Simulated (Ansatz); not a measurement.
**UB2PLYP/STO-3G run of SiPH4 (SMILES [SiH2]P)**

Aim: the electronic atomisation energy of SiPH4 at UB2PLYP/STO-3G, from 4 runs. 

The calculation is run with Ansatz 0.2.0.

47 further runs of the same task are left out: 47 set aside as unsound or not needed.

## (1) The molecule

The species is SiPH4 (6 atoms), meant as a doublet with charge 0. As SMILES, `[SiH2]P`. The shape is that of a GFN2-xTB optimisation. This is one conformer, not always the lowest.

Bond lengths: Si1–P2 2.220 Å, Si1–H3 1.467 Å, Si1–H4 1.466 Å, P2–H5 1.384 Å, P2–H6 1.384 Å. Angles: Si1–P2–H5 96.4°, Si1–P2–H6 96.4°, P2–Si1–H3 109.7°, P2–Si1–H4 109.7°, H5–P2–H6 92.6°, H3–Si1–H4 109.1°.

## (2) The energy at UB2PLYP/STO-3G

The input, job.yaml:

```yaml
crystal:
  periodic: [false, false, false]
  atoms:
    - {symbol: Si, position_ang: [0.127020, -0.986120, -0.104660]}
    - {symbol: P, position_ang: [-0.338670, 1.170000, 0.142220]}
    - {symbol: H, position_ang: [-0.300620, -1.724700, 1.087920]}
    - {symbol: H, position_ang: [-0.579260, -1.514310, -1.276300]}
    - {symbol: H, position_ang: [0.434680, 1.617150, -0.915300]}
    - {symbol: H, position_ang: [0.656850, 1.437980, 1.066130]}
basis:
  gaussian:
    orbitals: STO-3G
magnetization:
  spin_polarized: true
  initial_magnetization: 1
hamiltonian:
  xc: {name: B2PLYP}
correlation:
  frozen_orbitals: {H: 0, P: 5, Si: 5}
accuracy: high
```

On the command line:

```sh
ansatz run job.yaml --threads 1 --pin off --max-ram 2610MiB --events-out events.jsonl --progress --plain --runs-dir runs
```

Output:

```text
Warning: RAYON_NUM_THREADS=1 ignored (pool sized by the plan → 1); use --threads N
Functional definition: B2PLYP
  name "B2PLYP"
  parameter a = 0.53
  parameter c = 0.27
  exchange = (1 - a)*b88_x + a*exact_x
  correlation = (1 - c)*lyp_c + c*(mp2_os + mp2_ss)
391 factors; integrals over basis functions are off by at most 2.7e-9 eV
mean field evaluation 1: about -17023.7652 eV, gradient 5.2e0 eV
mean field evaluation 2: about -17023.7579 eV, gradient 5.2e0 eV
mean field evaluation 4: about -17024.0978 eV, gradient 4.5e-1 eV
mean field evaluation 8: about -17024.1037 eV, gradient 1.9e-2 eV
mean field evaluation 16: about -17024.1037 eV, gradient 1.5e-6 eV
mean field -17024.10367444 eV, -625.6242706837 hartree, gradient 3.2e-8 eV, S^2 0.751327; 0 other end points of the search recorded, 0 dependent functions left out
10 core orbitals not correlated: weight in the atoms' cores, before any rotation towards them, 1.000 or more for the frozen orbitals, at most 0.000 for the correlated occupied ones
reference -17024.10369256 eV, -625.6242713496 hartree; 7, 6 occupied and 5, 6 virtual orbitals, 391 factors
second order -2.31581548 eV of doubles, -0.00000000 eV of singles
Total energy: -17024.72896274 eV, -625.6472496049 hartree
```

It took 1.9 s on 1 thread of AMD EPYC 9R14 (Zen 4), shared host; peak memory 0.16 GiB.

## (3) The H atom at the same level

The input, in.yaml:

```yaml
crystal:
  periodic: [false, false, false]
  atoms:
    - {symbol: H, position_ang: [0.000000, 0.000000, 0.000000]}
basis:
  gaussian:
    orbitals: STO-3G
hamiltonian:
  xc: {name: B2PLYP}
correlation:
  frozen_orbitals: {H: 0}
magnetization:
  spin_polarized: true
  initial_magnetization: 1
accuracy: high
```

Run the same way, it converges to -0.46478 Eh (log not shown).

## (4) The P atom at the same level

The input, molecule.yaml:

```yaml
crystal:
  periodic: [false, false, false]
  atoms:
    - symbol: P
      position_ang: [0.000000, 0.000000, 0.000000]
basis:
  gaussian:
    orbitals: STO-3G
hamiltonian:
  xc: {name: B2PLYP}
magnetization:
  spin_polarized: true
  initial_magnetization: 3
correlation:
  frozen_orbitals: {P: 5}
accuracy: high
```

Run the same way, it converges to -337.22807 Eh (log not shown).

## (5) The Si atom, same level

The input, run.yaml:

```yaml
crystal:
  periodic: [false, false, false]
  atoms:
    - symbol: Si
      position_ang: [0.000000, 0.000000, 0.000000]
basis:
  gaussian:
    orbitals: STO-3G
magnetization:
  spin_polarized: true
  initial_magnetization: 2
hamiltonian:
  xc: {name: B2PLYP}
correlation:
  frozen_orbitals: {Si: 5}
accuracy: high
```

Run the same way, it converges to -285.81514 Eh (log not shown).

## (6) Results

Level: UB2PLYP/STO-3G, 10 core orbitals frozen.

```
                     quantity          value
       molecule: total energy  -625.64725 Eh
               molecule: ⟨S²⟩          0.751
         H atom: total energy    -0.46478 Eh
                 H atom: ⟨S²⟩          0.750
         P atom: total energy  -337.22807 Eh
                 P atom: ⟨S²⟩          3.750
        Si atom: total energy  -285.81514 Eh
                Si atom: ⟨S²⟩          2.000
electronic atomisation energy      20.271 eV
```

What this shows: Taking the molecule apart into free atoms costs 20.27 eV (467 kcal/mol), before zero-point energy and without spin-orbit coupling. In a minimal basis such a difference can be off by several eV, whatever the method.
